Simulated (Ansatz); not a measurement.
# CoSi8Ni3: the cost of one run

Program: Ansatz 0.2.0. Level of theory: DFT PBE, scalar-relativistic, plane waves, PAW. These are calculated values, not measurements.

### 1 The structure to begin with

Symmetry: P4/mmm, No. 123, tetragonal system. Conventional cell: a = 3.837 Å, b = 3.837 Å, c = 10.753 Å, α = 90.00°, β = 90.00°, γ = 90.00°. Co (site symmetry 4/mmm) has 8 Si at 2.32 Å in its first shell of neighbours. Around Si (site symmetry 2mm) lie 4 Ni at 2.33 to 2.35 Å. Si (site symmetry 2mm) is surrounded by 2 Co at 2.32 Å and 2 Ni at 2.37 Å and 6 Si at 2.63 to 2.71 Å. Ni (site symmetry 4mm) is surrounded by 8 Si at 2.33 to 2.37 Å. Around Ni (site symmetry 4/mmm) lie 8 Si at 2.35 Å.

As a file:

```
Co Si Ni
1.0
     3.83678    0.00000    0.00000
     0.00000    3.83678    0.00000
     0.00000    0.00000   10.75346
Co Si Ni
1 8 3
Direct
  0.50000 0.50000 0.50000
  0.50000 0.00000 0.87420
  0.00000 0.50000 0.12581
  0.50000 0.00000 0.37794
  0.00000 0.50000 0.62206
  0.50000 0.00000 0.12581
  0.00000 0.50000 0.37794
  0.50000 0.00000 0.62206
  0.00000 0.50000 0.87420
  0.00000 0.00000 0.75156
  0.50000 0.50000 0.00000
  0.00000 0.00000 0.24844
```

It is the end of an earlier relaxation with the same method, from a generated guess; it needn't be the stable form of this composition. At a tolerance of 0.05 Å it has space group P4/mmm (No. 123); it has 13.19 Å³/atom, an uncorrected energy of -0.41 eV/atom over the elements.

### 2 Static run: bands, density of states and charges

Input file input.yaml:

```yaml
crystal:
  lattice:
    - [3.83678, 0.0, 0.0]
    - [0.0, 3.83678, 0.0]
    - [0.0, 0.0, 10.753461]
  atoms:
    - { symbol: Co, position: [0.5, 0.5, 0.5] }
    - { symbol: Si, position: [0.5, 0.0, 0.874195] }
    - { symbol: Si, position: [0.0, 0.5, 0.125805] }
    - { symbol: Si, position: [0.5, 0.0, 0.377936] }
    - { symbol: Si, position: [0.0, 0.5, 0.622064] }
    - { symbol: Si, position: [0.5, 0.0, 0.125805] }
    - { symbol: Si, position: [0.0, 0.5, 0.377936] }
    - { symbol: Si, position: [0.5, 0.0, 0.622064] }
    - { symbol: Si, position: [0.0, 0.5, 0.874195] }
    - { symbol: Ni, position: [0.0, 0.0, 0.751557] }
    - { symbol: Ni, position: [0.5, 0.5, 0.0] }
    - { symbol: Ni, position: [0.0, 0.0, 0.248443] }
basis:
  ecutwfc: 420
kpoints:
  mp_grid: { grid: [10, 10, 4] }
  band_path:
    path:
      - [[0.0, 0.0, 0.0], [0.0, 0.5, 0.0], [0.5, 0.5, 0.0], [0.0, 0.0, 0.0], [0.0, 0.0, 0.5], [0.0, 0.5, 0.5], [0.5, 0.5, 0.5], [0.0, 0.0, 0.5]]
      - [[0.0, 0.5, 0.0], [0.0, 0.5, 0.5]]
      - [[0.5, 0.5, 0.0], [0.5, 0.5, 0.5]]
    npoints: 10
hamiltonian:
  xc: pbe
scf:
  occupations: { method: gaussian, width: 0.1 }
  n_extra_bands: 30
output:
  forces: true
  stress: true
  eigenvalues: true
  populations: true
  dos: { projected: true, de: 0.02, nscf_kmesh: { grid: [12, 12, 5] } }
  bader: false
  write_density: true
  write_potential: true
  elf: true
  volumetric_format: npy
```

On the command line:

```
> ansatz run input.yaml --threads 4 --pin off --max-ram 8192MiB --backend cpu --events-out ev --progress --plain --runs-dir out
```

What time and memory should one allow on 4 threads of Arm Neoverse V2, shared host?

About 44 s, with a peak of 1.2 GiB.
